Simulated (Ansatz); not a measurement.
**C6H18B2O2: small, medium and large basis sets**

How large a basis does C6H18B2O2 need? Two functionals are run in growing sets.

Program: Ansatz 0.2.0, Gaussian basis. Level of theory: one geometry, several basis sets. These are calculated values, not measurements.

The runs, in order: PBE0-D4/def2-SVP; ωB97M-V/def2-SVP; PBE0-D4/def2-QZVPP; ωB97M-V/def2-QZVPP; the functionals' def2-TZVPP values are taken from earlier runs.

### 1 Structure used throughout

All runs share one geometry, relaxed beforehand with PBE0-D4 in a triple-zeta def2 set.

SMILES `CC[B@H-]1[O+](C)[B@@H-](CC)[O+]1C`, 28 atoms, charge 0, spin multiplicity 1.

Atoms are counted from 1 here; the program's logs count them from 0.

Bond lengths: C1–C2 1.525 Å, C1–H11 1.093 Å, C1–H12 1.093 Å, C1–H13 1.093 Å, C2–B3 1.582 Å, C2–H14 1.098 Å, C2–H15 1.098 Å, B3–O4 1.551 Å, B3–O9 1.552 Å, B3–H16 1.214 Å, O4–C5 1.415 Å, O4–B6 1.548 Å, C5–H17 1.090 Å, C5–H18 1.093 Å, C5–H19 1.090 Å, B6–C7 1.581 Å, B6–O9 1.552 Å, B6–H20 1.215 Å and more. Angles: C2–C1–H11 111.2°, C2–C1–H12 111.2°, C2–C1–H13 112.2°, H11–C1–H12 107.0°, H11–C1–H13 107.5°, H12–C1–H13 107.5°, C1–C2–B3 115.4°, C1–C2–H14 110.0°, C1–C2–H15 110.0°, B3–C2–H14 108.2°, B3–C2–H15 108.2°, H14–C2–H15 104.5°, C2–B3–O4 114.1°, C2–B3–O9 114.1°, C2–B3–H16 117.4°, O4–B3–O9 87.9°, O4–B3–H16 109.8°, O9–B3–H16 109.8° and more.

### 2 PBE0-D4 in def2-SVP

in.yaml

```yaml
crystal:
  periodic: [false, false, false]
  atoms:
    - {symbol: C, position_ang: [2.384750, -0.588722, 1.236185]}
    - {symbol: C, position_ang: [2.141896, 0.873641, 0.879793]}
    - {symbol: B, position_ang: [0.723308, 1.193848, 0.258146]}
    - {symbol: O, position_ang: [-0.467880, 0.613543, 1.064720]}
    - {symbol: C, position_ang: [-1.279230, 1.475416, 1.839891]}
    - {symbol: B, position_ang: [-1.037512, -0.046576, -0.213856]}
    - {symbol: C, position_ang: [-1.345605, -1.588025, -0.046872]}
    - {symbol: C, position_ang: [-1.656213, -2.285333, -1.368094]}
    - {symbol: O, position_ang: [0.316527, 0.256474, -0.910205]}
    - {symbol: C, position_ang: [0.338900, 0.758947, -2.234064]}
    - {symbol: H, position_ang: [2.293883, -1.230025, 0.355463]}
    - {symbol: H, position_ang: [1.653837, -0.943729, 1.967577]}
    - {symbol: H, position_ang: [3.379478, -0.750363, 1.659901]}
    - {symbol: H, position_ang: [2.277235, 1.504662, 1.768454]}
    - {symbol: H, position_ang: [2.910469, 1.221652, 0.176720]}
    - {symbol: H, position_ang: [0.492874, 2.347409, -0.041276]}
    - {symbol: H, position_ang: [-0.672103, 1.891291, 2.644341]}
    - {symbol: H, position_ang: [-1.680399, 2.282083, 1.221200]}
    - {symbol: H, position_ang: [-2.095775, 0.891839, 2.265741]}
    - {symbol: H, position_ang: [-1.907755, 0.651413, -0.695318]}
    - {symbol: H, position_ang: [-0.502528, -2.085616, 0.447317]}
    - {symbol: H, position_ang: [-2.202398, -1.699481, 0.630641]}
    - {symbol: H, position_ang: [-1.919503, -3.337084, -1.228832]}
    - {symbol: H, position_ang: [-2.490647, -1.803539, -1.886479]}
    - {symbol: H, position_ang: [-0.794550, -2.259446, -2.042188]}
    - {symbol: H, position_ang: [-0.280962, 1.655516, -2.312444]}
    - {symbol: H, position_ang: [1.370399, 0.997437, -2.494869]}
    - {symbol: H, position_ang: [-0.037596, -0.012631, -2.905194]}
basis:
  gaussian: {orbitals: def2-SVP}
hamiltonian: {xc: pbe0, dispersion: d4}
output: {orbitals: {seedname: orbitals}}
```

Further steps of the session: ωB97M-V in def2-SVP; PBE0-D4 in def2-QZVPP; ωB97M-V in def2-QZVPP.

**Question.** What will the summary of the whole plan be? Wanted: PBE0-D4: double and triple zeta above quadruple; ωB97M-V: double and triple zeta above quadruple.

**Answer**, as computed:

| quantity | value |
| --- | --- |
| PBE0-D4: double and triple zeta above quadruple | 13.81, 0.67 eV |
| ωB97M-V: double and triple zeta above quadruple | 14.46, 0.65 eV |

What this shows: For PBE0-D4 the step from double to triple zeta gains 13.14 eV and the next only 0.67 eV. These are total energies; as a rule much of such shifts cancels in differences, which this series doesn't test. The LUMO of ωB97M-V is positive and keeps falling with the basis (3.25 to 1.65 eV): an unbound level that the basis holds in place.
